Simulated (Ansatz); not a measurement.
**CH2AlFSi (SMILES FC#[Si][AlH2]): one structure at several levels**

The task here is to estimate one member of a computed series from the others.

Computed with Ansatz 0.2.0, Gaussian basis. Level: single points in def2-TZVPP.

Correlated methods freeze the cores.

## The system as given

SMILES `FC#[Si][AlH2]`, 6 atoms, charge 0, spin multiplicity 1.

Atoms are counted from 1 here; the program's logs count them from 0.

Bond lengths: F1–C2 1.269 Å, C2–Si3 1.645 Å, Si3–Al4 2.475 Å, Al4–H5 1.689 Å, Al4–H6 1.560 Å. Angles: F1–C2–Si3 145.0°, C2–Si3–Al4 150.8°, Si3–Al4–H5 113.1°, Si3–Al4–H6 127.5°, H5–Al4–H6 118.9°.

As a file:

```
F     2.1317   -2.5237    1.3569
C     1.2357   -1.8465    0.7665
Si    0.7116   -0.3296    0.4042
Al   -0.9801    1.2002   -0.5567
H    -0.4345    2.0124   -1.9337
H    -2.3598    1.5956    0.0548
```

Set-up of the first run:

Input file run/in.yaml:

```yaml
crystal:
  periodic: [false, false, false]
  atoms:
    - {symbol: F, position_ang: [2.131719, -2.523659, 1.356856]}
    - {symbol: C, position_ang: [1.235720, -1.846507, 0.766501]}
    - {symbol: Si, position_ang: [0.711584, -0.329590, 0.404228]}
    - {symbol: Al, position_ang: [-0.980061, 1.200161, -0.556680]}
    - {symbol: H, position_ang: [-0.434451, 2.012361, -1.933722]}
    - {symbol: H, position_ang: [-2.359784, 1.595576, 0.054818]}
basis:
  gaussian: {orbitals: def2-TZVPP}
hamiltonian: {xc: pbe, dispersion: d4}
output: {forces: true}
```

Run with:

```
> ansatz run in.yaml --threads 2 --pin off --events-out ev --progress --plain --max-ram 3481MiB
```

Steps of the session up to this table: PBE-D4/def2-TZVPP; r2SCAN-D4/def2-TZVPP; PBE0-D4/def2-TZVPP; wB97M-V/def2-TZVPP; CCSD(T)/def2-TZVPP.

One of the session's tables, all rows but one given; the rest of the session is left out.

| method | RMS force component (eV/Å) | angle to CCSD(T) forces (°) | dipole (D) |
| --- | --- | --- | --- |
| PBE-D4 | 0.745 | 7.4 | 1.64 |
| r2SCAN-D4 | 0.685 | 15.0 | 1.77 |
| PBE0-D4 | 0.655 | 24.1 | 2.15 |
| wB97M-V | ? | ? | ? |
| CCSD(T) | 0.776 | reference | 2.08 |

Q: Estimate the row for wB97M-V from the others.

The run gave: RMS force component (eV/Å): 0.787; angle to CCSD(T) forces (°): 29.9; dipole (D): 2.49. In the column «RMS force component (eV/Å)» it is the highest.
